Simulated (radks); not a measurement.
# Dipole-allowed lines with 18 electrons: Zr²²⁺, Nb²³⁺, Mo²⁴⁺, Tc²⁵⁺

Aim: excitation energies and oscillator strengths as poles of the dipole polarisability below minus the highest eigenvalue. Time-dependent linear response with the Hartree and adiabatic LDA kernel follows each ground state. Its values go to the run's result record, not to the log.

Program: radks (a radial shooting solver on a logarithmic mesh, Libxc functionals) version 1. Level of theory: non-relativistic Kohn-Sham, LB94 model potential, spin-polarised, spherical densities, point nucleus. These are calculated values, not measurements, unless marked.

### Step 1. The atom as given

| Item | Value |
| --- | --- |
| species | Zr²²⁺ ([Ar]), Nb²³⁺ ([Ar]), Mo²⁴⁺ ([Ar]), Tc²⁵⁺ ([Ar]) |

In the logs a row gives level, spin channel, occupation and eigenvalue; Etot, Ekin, Encl (electron-nucleus), Eh (Hartree) and Exc are energies, all in hartree; err is the last residual, it the number of iterations.

LB94 adds a gradient term to the LDA potential that gives it a −1/r tail. It is a model potential with no energy functional, so Etot and Exc are not given.

### Step 2. Zr²²⁺, [Ar]

The run's settings:

```text
Z 40
configuration [Ar] 4s0 3d0 4p0 4f0
relativity non-relativistic
functional lda,pw
model_potential LB94
spin polarised
nucleus point
response adiabatic LDA kernel, real frequencies
```

Run with:

```
$ python run_ks.py task.json out
```

All runs below come from this command, one after another.

The log of the run:

```text
1s      1   1.0000        -677.87733586
2s      1   1.0000        -122.15042097
2p      1   3.0000        -115.09023545
3s      1   1.0000         -42.41481677
3p      1   3.0000         -39.89183363
4s      1   0.0000         -21.43519835
3d      1   0.0000         -35.90802253
4p      1   0.0000         -20.42404104
4f      1   0.0000         -17.43752429
1s      2   1.0000        -677.87733586
2s      2   1.0000        -122.15042097
2p      2   3.0000        -115.09023545
3s      2   1.0000         -42.41481677
3p      2   3.0000         -39.89183363
4s      2   0.0000         -21.43519835
3d      2   0.0000         -35.90802253
4p      2   0.0000         -20.42404104
4f      2   0.0000         -17.43752429
Etot None
Ekin 3253.0550018767162
Encl -7106.663801736763
Eh 687.1321481435921
Exc None
err 6.86990672334816e-10
it 13
```

The top filled level is 3p, -1085.5 eV. Lines from the response step: 139.37 eV (3p-3d), f = 1.32; 503.28 eV (3p-4s), f = 0.281; 572.32 eV (3p-4d), f = 1.92; 599.16 eV (3s-4p), f = 0.558; 734.08 eV (3p-5s), f = 0.0671; 767.62 eV (3p-5d), f = 0.597.

Radial moments (bohr):

| level | occupation | energy (eV) | <r> | outermost maximum (interpolated) | 90 % within | nodes |
| --- | --- | --- | --- | --- | --- | --- |
| 2s | 2 | -3323.9 | 0.1655 | 0.141 | 0.254 | 1 |
| 2p | 6 | -3131.8 | 0.1420 | 0.111 | 0.230 | 0 |
| 3s | 2 | -1154.2 | 0.4217 | 0.392 | 0.613 | 2 |
| 3p | 6 | -1085.5 | 0.4077 | 0.375 | 0.605 | 1 |
| 3d | 0 | -977.11 | 0.3622 | 0.300 | 0.558 | 0 |
| 4s | 0 | -583.28 | 0.8151 | 0.813 | 1.15 | 3 |
| 4p | 0 | -555.77 | 0.8139 | 0.812 | 1.16 | 2 |
| 4f | 0 | -474.50 | 0.7283 | 0.644 | 1.06 | 0 |

Radial density 4πr²ρ:

| r (bohr) | 4πr²ρ (e/bohr) |
| --- | --- |
| 0.00126 | 0.8022 |
| 0.00176 | 1.509 |
| 0.00244 | 2.754 |
| 0.00342 | 4.988 |
| 0.00474 | 8.646 |
| 0.00664 | 14.56 |
| 0.00921 | 22.85 |
| 0.0129 | 33.44 |
| 0.0180 | 43.76 |
| 0.0250 | 49.50 |
| 0.0350 | 47.97 |
| 0.0486 | 43.22 |
| 0.0681 | 45.85 |
| 0.0945 | 56.86 |
| 0.132 | 56.18 |
| 0.185 | 33.72 |
| 0.257 | 20.86 |
| 0.359 | 25.36 |
| 0.499 | 16.73 |
| 0.698 | 3.375 |
| 0.969 | 0.1612 |

### Step 3. Nb²³⁺, [Ar]

Changes since step 2:

```diff
@@ -1,2 +1,2 @@
-Z 40
+Z 41
 configuration [Ar] 4s0 3d0 4p0 4f0
```

The log of the run:

```text
1s      1   1.0000        -714.92861154
2s      1   1.0000        -130.07879087
2p      1   3.0000        -122.80280575
3s      1   1.0000         -45.58664749
3p      1   3.0000         -42.97037346
4s      1   0.0000         -23.13199792
3d      1   0.0000         -38.84466834
4p      1   0.0000         -22.07845269
4f      1   0.0000         -18.96199690
1s      2   1.0000        -714.92861154
2s      2   1.0000        -130.07879087
2p      2   3.0000        -122.80280575
3s      2   1.0000         -45.58664749
3p      2   3.0000         -42.97037346
4s      2   0.0000         -23.13199792
3d      2   0.0000         -38.84466834
4p      2   0.0000         -22.07845269
4f      2   0.0000         -18.96199690
Etot None
Ekin 3433.11795580974
Encl -7484.786305049131
Eh 707.5365961133791
Exc None
err 6.345724963082979e-10
it 13
```

Highest occupied level: 3p at -1169.3 eV. Lines from the response step: 144.17 eV (3p-3d), f = 1.28; 540.92 eV (3p-4s), f = 0.279; 612.84 eV (3p-4d), f = 1.97; 640.47 eV (3s-4p), f = 0.571; 789.19 eV (3p-5s), f = 0.0666; 824.23 eV (3p-5d), f = 0.607.

### Step 4. Mo²⁴⁺, [Ar]

Changes since step 3:

```diff
@@ -1,2 +1,2 @@
-Z 41
+Z 42
 configuration [Ar] 4s0 3d0 4p0 4f0
```

The log of the run:

```text
1s      1   1.0000        -752.98025962
2s      1   1.0000        -138.25766150
2p      1   3.0000        -130.76579434
3s      1   1.0000         -48.86989511
3p      1   3.0000         -46.16030666
4s      1   0.0000         -24.89151667
3d      1   0.0000         -41.89291534
4p      1   0.0000         -23.79557620
4f      1   0.0000         -20.54932562
1s      2   1.0000        -752.98025962
2s      2   1.0000        -138.25766150
2p      2   3.0000        -130.76579434
3s      2   1.0000         -48.86989511
3p      2   3.0000         -46.16030666
4s      2   0.0000         -24.89151667
3d      2   0.0000         -41.89291534
4p      2   0.0000         -23.79557620
4f      2   0.0000         -20.54932562
Etot None
Ekin 3618.071347114749
Encl -7872.684437328273
Eh 727.9355779203524
Exc None
err 5.871864704821826e-10
it 13
```

The top filled level is 3p, -1256.1 eV. Lines from the response step: 148.97 eV (3p-3d), f = 1.23; 579.89 eV (3p-4s), f = 0.277; 654.69 eV (3p-4d), f = 2.02; 683.11 eV (3s-4p), f = 0.583; 846.24 eV (3p-5s), f = 0.0662; 882.77 eV (3p-5d), f = 0.616.

### Step 5. Tc²⁵⁺, [Ar]

Changes since step 4:

```diff
@@ -1,2 +1,2 @@
-Z 42
+Z 43
 configuration [Ar] 4s0 3d0 4p0 4f0
```

The log of the run:

```text
1s      1   1.0000        -792.03224881
2s      1   1.0000        -146.68698856
2p      1   3.0000        -138.97916373
3s      1   1.0000         -52.26453143
3p      1   3.0000         -49.46160719
4s      1   0.0000         -26.71373454
3d      1   0.0000         -45.05271817
4p      1   0.0000         -25.57539182
4f      1   0.0000         -22.19948011
1s      2   1.0000        -792.03224881
2s      2   1.0000        -146.68698856
2p      2   3.0000        -138.97916373
3s      2   1.0000         -52.26453143
3p      2   3.0000         -49.46160719
4s      2   0.0000         -26.71373454
3d      2   0.0000         -45.05271817
4p      2   0.0000         -25.57539182
4f      2   0.0000         -22.19948011
Etot None
Ekin 3807.915043403877
Encl -8270.358402045853
Eh 748.3295792886604
Exc None
err 5.443218908971359e-10
it 13
```

Highest occupied level: 3p at -1345.9 eV. Lines from the response step: 153.76 eV (3p-3d), f = 1.19; 620.18 eV (3p-4s), f = 0.276; 697.86 eV (3p-4d), f = 2.07; 727.07 eV (3s-4p), f = 0.595; 905.22 eV (3p-5s), f = 0.0657; 943.25 eV (3p-5d), f = 0.624.

### Step 6. Summary of results

| species | −ε(HOMO) (eV) | lowest orbital gap (eV) | first line (eV) | f | strongest line (eV) | its f | static α (bohr³) | measured (eV) |
| --- | --- | --- | --- | --- | --- | --- | --- | --- |
| Zr²²⁺ | 1085.5 | 3p-3d 108.41 | 139.37 | 1.32 | 572.32 | 1.92 | 0.05998 | - |
| Nb²³⁺ | 1169.3 | 3p-3d 112.27 | 144.17 | 1.28 | 612.84 | 1.97 | 0.05392 | - |
| Mo²⁴⁺ | 1256.1 | 3p-3d 116.12 | 148.97 | 1.23 | 654.69 | 2.02 | 0.04864 | - |
| Tc²⁵⁺ | 1345.9 | 3p-3d 119.97 | 153.76 | 1.19 | 697.86 | 2.07 | 0.04404 | - |

What this shows: In Zr²²⁺ the response moves the first line 30.963 eV above the bare orbital gap, and the lines found carry 96 % of the static polarisability. Very weak lines can be missed, and lines above minus the highest eigenvalue dissolve into this model's continuum.
